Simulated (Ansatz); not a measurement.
# Tb2GeO: the cost of one run

Method: DFT PBE, scalar-relativistic, plane waves, PAW; 4f electrons in the core of a trivalent norm-conserving potential, unless a step names another level, in Ansatz 0.2.0.

7 further runs of the same task are left out: 2 that didn't finish, 5 set aside as unsound or not needed. Runs told in other sessions of the task aren't counted.

## 1. Plan

Pauling electronegativities: Tb 1.10, Ge 2.01, O 3.44 (spread 2.34). The formula balances with common oxidation states: Tb +3, O -2, Ge -4. Tabulated atomic sizes suggest about 19 Å³/atom. 25 candidates were drawn, by swapping species into database cells of other compounds, at random by space group and Wyckoff sites, or by hand, as the table says:

| name | made from | space group no. | Wyckoff sites | atoms (primitive cell) | V (Å³/atom) |
| --- | --- | --- | --- | --- | --- |
| c01 | random | 42 | Tb 8c; Ge 4a; O 4a | 4 | 21.8 |
| c02 | database cell of TiInNi2 | 123 | Tb 2h; Ge 1a; O 1b | 4 | 19.7 |
| c03 | database cell of RbAgO2 | 47 | Tb 2q; Ge 1b; O 1h | 4 | 18.4 |
| c04 | database cell of K2PAu | 63 | Tb 8g; Ge 4b; O 4c | 8 | 20.0 |
| c05 | database cell of KNaCl2 | 166 | Tb 6c; Ge 3b; O 3a | 4 | 18.5 |
| c06 | random | 139 | Tb 4e; Ge 2b; O 2a | 4 | 22.0 |
| c07 | random | 194 | Tb 4f; Ge 2a; O 2d | 8 | 24.9 |
| c08 | random | 108 | Tb 8c; Ge 4a; O 4b | 8 | 20.7 |
| c09 | database cell of TlCrTe2 | 164 | Tb 2d; Ge 1a; O 1b | 4 | 20.7 |
| c10 | database cell of La2NiPt | 38 | Tb 2b, 2a; Ge 2a; O 2b | 4 | 22.1 |
| c11 | random | 160 | Tb 3a, 3a; Ge 3a; O 3a | 4 | 22.4 |
| c12 | database cell of V2GaC | 194 | Tb 4f; Ge 2d; O 2a | 8 | 16.3 |
| c13 | database cell of NaBiS2 | 141 | Tb 8e; Ge 4b; O 4a | 8 | 19.5 |
| c14 | database cell of KRbCl2 | 123 | Tb 2e; Ge 1a; O 1c | 4 | 17.9 |
| c15 | random | 119 | Tb 2b, 2d; Ge 2a; O 2c | 4 | 19.7 |
| c16 | database cell of HfInPt2 | 123 | Tb 2h; Ge 1b; O 1a | 4 | 19.5 |
| c17 | random | 123 | Tb 2h; Ge 1a; O 1c | 4 | 24.1 |
| c18 | random | 123 | Tb 1c, 1a; Ge 1d; O 1b | 4 | 20.8 |
| c19 | random | 38 | Tb 4e; Ge 2a; O 2b | 4 | 23.6 |
| c20 | database cell of ScCuS2 | 156 | Tb 1b, 1c; Ge 1b; O 1a | 4 | 18.9 |
| c21 | random | 156 | Tb 1b, 1a; Ge 1a; O 1c | 4 | 24.1 |
| c22 | random | 156 | Tb 1c, 1a; Ge 1b; O 1b | 4 | 22.3 |
| c23 | random | 12 | Tb 4i; Ge 2a; O 2d | 4 | 22.1 |
| c24 | random | 22 | Tb 8g; Ge 4c; O 4a | 4 | 22.7 |
| c25 | random | 71 | Tb 4h; Ge 2a; O 2c | 4 | 24.8 |

## 2. Screening run of c08

File input.yaml:

```yaml
crystal:
  lattice:
    - [-3.29988425, 3.29988425, 3.80563774]
    - [3.29988425, -3.29988425, 3.80563774]
    - [3.29988425, 3.29988425, -3.80563774]
  atoms:
    - { symbol: Tb, position: [0.78803671, 0.28803671, 0.96000414] }
    - { symbol: Tb, position: [0.32803257, 0.82803257, 0.03999586] }
    - { symbol: Tb, position: [0.28803671, 0.32803257, 0.5] }
    - { symbol: Tb, position: [0.82803257, 0.78803671, 0.5] }
    - { symbol: Ge, position: [0.0536944, 0.0536944, 0.0] }
    - { symbol: Ge, position: [0.5536944, 0.5536944, 0.0] }
    - { symbol: O, position: [0.78522472, 0.28522472, 0.5] }
    - { symbol: O, position: [0.28522472, 0.78522472, 0.5] }
basis:
  ecutwfc: 690
kpoints:
  mp_grid: { grid: [3, 3, 3] }
hamiltonian:
  xc: pbe
  pseudopotentials:
    kind: paw
    azcp: { Tb: "pseudopotentials/pbe/nc/lanthanide_3plus/Tb.nc.azcp" }
scf:
  occupations: { method: gaussian, width: 0.15 }
  lower_state_search: "off"
output:
  forces: true
  stress: true
  eigenvalues: true
relax:
  adjacent_minimum: "off"
  f_tol: 0.08
  max_steps: 16
  cell: { stress_tol: 0.8 }
```

The run is started by

```console
ansatz run input.yaml --threads 1 --pin off --max-ram 2816MiB --backend cpu --events-out ev --progress --plain --runs-dir out
```

**Question.** How long does this run take on 1 thread of AMD EPYC 9R45 (Zen 5), shared host, and how much memory does it need?

About 65 s, with a peak of 0.55 GiB.
